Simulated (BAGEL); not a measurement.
# RI-MP2/6-31G(d) (density fitting with qzvpp-jkfit, spherical functions) run of SiN2H5Cl (SMILES N[SiH](N)Cl)

Aim: the energy change on altering one bond length of SiN2H5Cl at RI-MP2/6-31G* (density fitting with qzvpp-jkfit, spherical functions), from 2 runs. 

Program for the calculation: BAGEL 1.2.2.

32 further runs of the same task are left out: 8 that didn't finish, 24 set aside as unsound or not needed.

## (1) Starting point

SiN2H5Cl: 9 atoms, total charge 0, spin state singlet. SMILES: `N[SiH](N)Cl`. The shape is that of a PBE0-D4/def2-TZVP optimisation. This is one conformer, not always the lowest.

Bond lengths: N1–Si2 1.699 Å, Si2–N3 1.697 Å, Si2–Cl4 2.073 Å, N1–H5 1.005 Å, N1–H6 1.006 Å, Si2–H7 1.482 Å, N3–H8 1.007 Å, N3–H9 1.008 Å. Some angles: N1–Si2–N3 107.9°, N1–Si2–Cl4 103.8°, N3–Si2–Cl4 116.7°, N1–Si2–H7 118.8°, N3–Si2–H7 105.8°, Cl4–Si2–H7 104.4°, Si2–N1–H5 121.2°, Si2–N1–H6 120.9°, Si2–N3–H8 120.2°, Si2–N3–H9 120.5°.

## (2) A single-point energy at RI-MP2/6-31G(d) (density fitting with qzvpp-jkfit, spherical functions)

The input, mp2.json:

```json
{ "bagel" : [

{
  "title" : "molecule",
  "basis" : "6-31gs.json",
  "df_basis" : "qzvpp-jkfit",
  "angstrom" : "true",
  "geometry" : [
    { "atom" : "N", "xyz" : [      -0.509800,       1.299800,      -0.392000 ] },
    { "atom" : "Si", "xyz" : [       0.353100,      -0.162800,      -0.342500 ] },
    { "atom" : "N", "xyz" : [       0.059300,      -0.889800,       1.162600 ] },
    { "atom" : "Cl", "xyz" : [      -0.311800,      -1.187600,      -2.017200 ] },
    { "atom" : "H", "xyz" : [      -0.798400,       1.704400,      -1.266000 ] },
    { "atom" : "H", "xyz" : [      -0.413900,       1.982200,       0.341600 ] },
    { "atom" : "H", "xyz" : [       1.826600,      -0.127300,      -0.492100 ] },
    { "atom" : "H", "xyz" : [       0.678600,      -1.603400,       1.510800 ] },
    { "atom" : "H", "xyz" : [      -0.883700,      -1.015500,       1.494800 ] }
  ]
},

{
  "title" : "hf",
  "charge" : 0
},

{
  "title" : "mp2",
  "charge" : 0,
  "ncore" : 12
}

]}
```

The basis set 6-31G* is read from a file made from the Basis Set Exchange's data (not shown).

Run with:

```
BAGEL_NUM_THREADS=1 BAGEL mp2.json > mp2.out
```

Standard output:

```text
* using 1 threads per process

  ===============================================================
  ===============================================================

  *** Geometry ***

  { "atom" : "N", "xyz" : [     -0.963382,      2.456266,     -0.740773 ] },
  { "atom" : "Si", "xyz" : [      0.667262,     -0.307647,     -0.647231 ] },
  { "atom" : "N", "xyz" : [      0.112061,     -1.681478,      2.196996 ] },
  { "atom" : "Cl", "xyz" : [     -0.589217,     -2.244239,     -3.811956 ] },
  { "atom" : "H", "xyz" : [     -1.508757,      3.220849,     -2.392393 ] },
  { "atom" : "H", "xyz" : [     -0.782158,      3.745815,      0.645530 ] },
  { "atom" : "H", "xyz" : [      3.451774,     -0.240562,     -0.929934 ] },
  { "atom" : "H", "xyz" : [      1.282368,     -3.029987,      2.854998 ] },
  { "atom" : "H", "xyz" : [     -1.669951,     -1.919017,      2.824763 ] },

  Number of auxiliary basis functions:      500

  Since a DF basis is specified, we compute 2- and 3-index integrals:
    o Being stored without compression. Storage requirement is 0.022 GB

  Number of basis functions:       74
  Number of electrons      :       50

    * METHOD: MOLECULE                             0.26

  *** RHF ***

  === Nuclear Repulsion ===
   226.7470026530

      * DIIS with orbital gradients will be used.

  === RHF iteration (6-31gs.json) ===
      0       -860.07331873          0.02323423           0.06
      1       -860.25145011          0.01244343           0.06
      2       -860.31509358          0.00141609           0.06
      3       -860.31621798          0.00023057           0.06
      4       -860.31626545          0.00005658           0.06
      5       -860.31626809          0.00001240           0.06
      6       -860.31626826          0.00000459           0.06
      7       -860.31626828          0.00000149           0.06
      8       -860.31626829          0.00000044           0.06
      9       -860.31626829          0.00000013           0.06
     10       -860.31626829          0.00000005           0.06
     11       -860.31626829          0.00000002           0.06
     12       -860.31626829          0.00000000           0.06
    * SCF iteration converged.

    * Permanent dipole moment:
           (   -0.037435,    -0.499883,    -0.880947) a.u.

    * METHOD: HF                                   0.91

  *** RHF ***

  === Nuclear Repulsion ===
   226.7470026530

      * DIIS with orbital gradients will be used.

  === RHF iteration (6-31gs.json) ===
      0       -860.31626829          0.00000000           0.06
    * SCF iteration converged.

    * Permanent dipole moment:
           (   -0.037435,    -0.499883,    -0.880947) a.u.

  === DF-MP2 calculation ===

    * freezing 12 orbitals
    * 3-index integral transformation done
    * assembly done

      MP2 correlation energy:   -0.5299612124      0.03

      MP2 total energy:       -860.8462294979

    * METHOD: MP2                                  0.16

  ===============================================================
```

It took 1.4 s on 1 thread of Arm Neoverse V1, shared host; peak memory 0.11 GiB.

## (3) The distorted shape, same level

The input, mp2.json:

```json
{ "bagel" : [

{
  "title" : "molecule",
  "basis" : "6-31gs.json",
  "df_basis" : "qzvpp-jkfit",
  "angstrom" : "true",
  "geometry" : [
    { "atom" : "N", "xyz" : [   -0.038310,    1.362649,   -0.558097 ] },
    { "atom" : "Si", "xyz" : [    0.824590,   -0.099951,   -0.508597 ] },
    { "atom" : "N", "xyz" : [    0.530790,   -0.826951,    0.996503 ] },
    { "atom" : "Cl", "xyz" : [    0.159690,   -1.124751,   -2.183297 ] },
    { "atom" : "H", "xyz" : [   -0.326910,    1.767249,   -1.432097 ] },
    { "atom" : "H", "xyz" : [    0.057590,    2.045049,    0.175503 ] },
    { "atom" : "H", "xyz" : [    2.298090,   -0.064451,   -0.658197 ] },
    { "atom" : "H", "xyz" : [    1.150090,   -1.540551,    1.344703 ] },
    { "atom" : "H", "xyz" : [   -0.883700,   -1.015500,    1.494800 ] }
  ]
},
{
  "title" : "hf"
},
{
  "title" : "mp2",
  "ncore" : 12
}

]}
```

The basis set 6-31G* is read from a file made from the Basis Set Exchange's data (not shown).

Run with:

```
BAGEL_NUM_THREADS=1 BAGEL mp2.json > mp2.out
```

Standard output:

```text
* using 1 threads per process

  ===============================================================
  ===============================================================

  *** Geometry ***

  { "atom" : "N", "xyz" : [     -0.072395,      2.575033,     -1.054650 ] },
  { "atom" : "Si", "xyz" : [      1.558249,     -0.188880,     -0.961109 ] },
  { "atom" : "N", "xyz" : [      1.003048,     -1.562711,      1.883118 ] },
  { "atom" : "Cl", "xyz" : [      0.301770,     -2.125471,     -4.125833 ] },
  { "atom" : "H", "xyz" : [     -0.617770,      3.339617,     -2.706271 ] },
  { "atom" : "H", "xyz" : [      0.108829,      3.864583,      0.331653 ] },
  { "atom" : "H", "xyz" : [      4.342761,     -0.121795,     -1.243812 ] },
  { "atom" : "H", "xyz" : [      2.173355,     -2.911219,      2.541120 ] },
  { "atom" : "H", "xyz" : [     -1.669951,     -1.919017,      2.824763 ] },

  Number of auxiliary basis functions:      500

  Since a DF basis is specified, we compute 2- and 3-index integrals:
    o Being stored without compression. Storage requirement is 0.022 GB

  Number of basis functions:       74
  Number of electrons      :       50

    * METHOD: MOLECULE                             0.26

  *** RHF ***

  === Nuclear Repulsion ===
   224.6913717984

      * DIIS with orbital gradients will be used.

  === RHF iteration (6-31gs.json) ===
      0       -859.95051775          0.02410508           0.06
      1       -860.12826453          0.01440597           0.06
      2       -860.21433206          0.00179329           0.06
      3       -860.21614472          0.00067867           0.06
      4       -860.21640771          0.00014179           0.06
      5       -860.21642647          0.00004806           0.06
      6       -860.21642914          0.00001925           0.06
      7       -860.21642960          0.00000368           0.06
      8       -860.21642961          0.00000184           0.06
      9       -860.21642962          0.00000092           0.06
     10       -860.21642962          0.00000044           0.06
     11       -860.21642962          0.00000023           0.06
     12       -860.21642962          0.00000008           0.06
     13       -860.21642962          0.00000003           0.06
     14       -860.21642962          0.00000001           0.06
     15       -860.21642962          0.00000001           0.06
    * SCF iteration converged.

    * Permanent dipole moment:
           (    0.014631,    -0.482464,    -0.897484) a.u.

    * METHOD: HF                                   1.16

  *** RHF ***

  === Nuclear Repulsion ===
   224.6913717984

      * DIIS with orbital gradients will be used.

  === RHF iteration (6-31gs.json) ===
      0       -860.21642962          0.00000000           0.06
    * SCF iteration converged.

    * Permanent dipole moment:
           (    0.014631,    -0.482464,    -0.897484) a.u.

  === DF-MP2 calculation ===

    * freezing 12 orbitals
    * 3-index integral transformation done
    * assembly done

      MP2 correlation energy:   -0.5437701896      0.03

      MP2 total energy:       -860.7601998089

    * METHOD: MP2                                  0.17

  ===============================================================
```

It took 1.7 s on 1 thread of Arm Neoverse V1, shared host; peak memory 0.11 GiB.

## (4) Results

At RI-MP2/6-31G* (density fitting with qzvpp-jkfit, spherical functions), 12 core orbitals frozen:

| quantity | value |
| --- | --- |
| first shape: total energy | -860.84623 Eh |
| first shape: correlation energy (12 core orbitals frozen) | -530.0 mEh |
| distorted shape: total energy | -860.76020 Eh |
| distorted shape: correlation energy (12 core orbitals frozen) | -543.8 mEh |
| energy change with the N3–H9 bond stretched from 1.008 to 1.512 Å | 2.341 eV |

What this shows: One bond (distorted shape) is far stretched, which a spin-restricted single reference describes badly; perturbation theory on it can break down and give far too much correlation. With the N3–H9 bond stretched from 1.008 to 1.512 Å the energy rises by 2.34 eV (226 kJ/mol). The first shape isn't relaxed at this level, so the change isn't measured from a minimum. A restricted reference can't describe the breaking bond well at this length.
